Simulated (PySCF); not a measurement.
**HF/aug-cc-pVDZ run of C2H4FNOSi (SMILES C[SiH](F)N=C=O)**

Wanted: the charge distribution of C2H4FNOSi. The job is set up through a Python script.

The results are computed with PySCF 2.14.0.

4 further runs of the same task are left out: 4 set aside as unsound or not needed.

### 1 Starting point

C2H4FNOSi: 10 atoms, total charge 0, spin state singlet. As SMILES, `C[SiH](F)N=C=O`. The coordinates come from a PBE0-D4/def2-TZVP relaxation. This is one conformer, not always the lowest.

Bond lengths: C1–Si2 1.842 Å, Si2–F3 1.595 Å, Si2–N4 1.704 Å, N4–C5 1.195 Å, C5–O6 1.163 Å, C1–H7 1.092 Å, C1–H8 1.092 Å, C1–H9 1.093 Å, Si2–H10 1.478 Å. Some angles: C1–Si2–F3 109.5°, C1–Si2–N4 109.7°, F3–Si2–N4 107.8°, Si2–N4–C5 160.7°, N4–C5–O6 177.8°, C1–Si2–H10 113.8°, F3–Si2–H10 107.2°, N4–Si2–H10 108.6°, Si2–C1–H7 110.7°, Si2–C1–H8 110.7°.

### 2 Energy and one-electron properties at HF/aug-cc-pVDZ

calc.py

```python
import numpy
from pyscf import gto, scf, lo

molecule = gto.M(
    atom='''
C       -1.318900      -0.731800       0.573000
Si       0.243800      -0.552500      -0.384700
F        1.343500      -1.551500       0.196800
N        0.842100       1.034600      -0.218600
C        1.568200       1.980200      -0.298100
O        2.243900       2.924800      -0.355000
H       -1.152000      -0.507500       1.629000
H       -1.705900      -1.750300       0.493100
H       -2.079000      -0.045100       0.192700
H        0.097700      -0.852100      -1.825100
''',
    verbose=3,
    basis='aug-cc-pvdz',
    max_memory=1860,
    spin=0,
)

mf = molecule.RHF()
mf.conv_tol = 1e-06
mf.kernel()

e_tot = mf.e_tot
print('E(%s) = %.9f' % ('HF', e_tot))
dip = mf.dip_moment()
pop, q = mf.mulliken_pop()
quad = mf.quad_moment()
occ = mf.mo_coeff[:, mf.mo_occ > 0]
iaos = lo.vec_lowdin(lo.iao.iao(molecule, occ), mf.get_ovlp())
c = iaos.T @ mf.get_ovlp() @ occ
pop_iao, q_iao = scf.hf.mulliken_pop(lo.iao.reference_mol(molecule), (c * mf.mo_occ[mf.mo_occ > 0]) @ c.T, numpy.eye(c.shape[0]), verbose=0)
print('IAO charges', numpy.round(q_iao, 4))
```

Run with:

```
$ OMP_NUM_THREADS=1 python calc.py
```

Log:

```text
converged SCF energy = -595.915721615237
[... 1 line left out ...]
Dipole moment(X, Y, Z, Debye): -2.63131, -1.08998, -0.15552
[... 192 lines left out ...]
IAO charges [-0.7353  1.5134 -0.5853 -0.6995  0.7078 -0.4562  0.1514  0.1493  0.1501
 -0.1957]
```

Wall time 12 s (1 thread of Arm Neoverse V1, shared host); peak memory 1.1 GiB.

Atomic charges (e):

| atom | Mulliken | IAO |
| --- | --- | --- |
| C1 | +0.242 | -0.735 |
| Si2 | +1.981 | +1.513 |
| F3 | -0.830 | -0.585 |
| N4 | -0.489 | -0.700 |
| C5 | +0.166 | +0.708 |
| O6 | -0.437 | -0.456 |
| H7 | -0.168 | +0.151 |
| H8 | -0.209 | +0.149 |
| H9 | -0.201 | +0.150 |
| H10 | -0.056 | -0.196 |

### 3 Summary of results

Level: HF/aug-cc-pVDZ.

| quantity | value |
| --- | --- |
| total energy | -595.91572 Eh |
| dipole moment | 2.85 D |
| HOMO energy | -12.05 eV |
| LUMO energy | 0.86 eV |
| HOMO–LUMO gap | 12.91 eV |

In words: Mulliken charges run from -0.83 on F3 to +1.98 on Si2; in a basis this large or diffuse they mean little.
